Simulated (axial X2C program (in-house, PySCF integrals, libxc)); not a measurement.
# A two-component session on WB: properties at the nuclei

Wanted for WB: properties at the nuclei, at the two-component level.

Computed with an in-house X2C program for linear molecules on PySCF integrals. Level: two-component X2C with atomic mean-field terms, W dyall-cv3z, B dyall-v3z.

All values are calculated.

## Step 1: The job

Input file task.json:

```json
{
 "zs": [
  74,
  5
 ],
 "q": 0,
 "bas": [
  "dyall-cv3z",
  "dyall-v3z"
 ],
 "r0": 2.22,
 "levels": [
  "PBE0",
  "HF",
  "r2SCAN",
  "BHandHLYP",
  "BP86"
 ],
 "nst": 3
}
```

Keys: zs atomic numbers; q charge; bas basis sets; r0 starting distance in Å; levels methods (HF also brings MP2); nst determinants followed.

The run is started by

```sh
$ python soeom.py task.json out
```

Further steps of the session: Expectation values, lowest determinant; Expectation values, a higher determinant; Expectation values, a higher determinant.

**Question.** What will these runs give? Wanted: lowest determinant; Eeff magnitude; Ws magnitude W; A∥/gI W; qzz W; higher determinant (for each run or level that gives them).

**Answer**, as computed:

| quantity | value |
| --- | --- |
| lowest determinant | Ω = 5/2 (excess of +ω over −ω: ω = 5/2) |
| Eeff magnitude (GV/cm), PBE0 | 29.3 |
| Ws magnitude W (kHz), PBE0 | 10.7 |
| A∥/gI W (MHz), PBE0 | 1480 |
| qzz W (a.u.), PBE0 | -1.83 |
| higher determinant | Ω = 7/2 (excess of +ω over −ω: 2 × ω = 1/2, ω = 5/2) |
| Eeff magnitude (GV/cm), PBE0, higher determinant | 19.6 |
| Ws magnitude W (kHz), PBE0, higher determinant | 5.09 |
| A∥/gI W (MHz), PBE0, higher determinant | 1760 |
| qzz W (a.u.), PBE0, higher determinant | -0.55 |
| higher determinant | Ω = 3/2 (excess of +ω over −ω: ω = 1/2, ω = -3/2, ω = 5/2) |
| Eeff magnitude (GV/cm), PBE0, higher determinant | 20.7 |
| Ws magnitude W (kHz), PBE0, higher determinant | 12.3 |
| A∥/gI W (MHz), PBE0, higher determinant | 3850 |
| qzz W (a.u.), PBE0, higher determinant | -0.42 |

In the first state, the effective field runs from 17.2 to 65.3 GV/cm over the mean-field levels, so the levels don't agree on it. The expectation values come from single determinants, which for open shells can mix terms of unlike spin or miss the lowest Ω, so a determinant need not be a state. Eeff is the effective electric field on the electron dipole moment in this Ω state and Ws the scalar–pseudoscalar constant (defined with the proton number Z and per Ω); A∥ is the parallel hyperfine constant, which follows by multiplying with the nuclear g factor gI = μI/(I μN); qzz is the electric field gradient, eQq0 = 234.96 MHz × Q/barn × qzz; μ is positive if B is the positive end. The operators were transformed with the bare-nucleus X2C matrices. A second determinant lies within 0.1 eV of the first, so their order is not settled at this level.
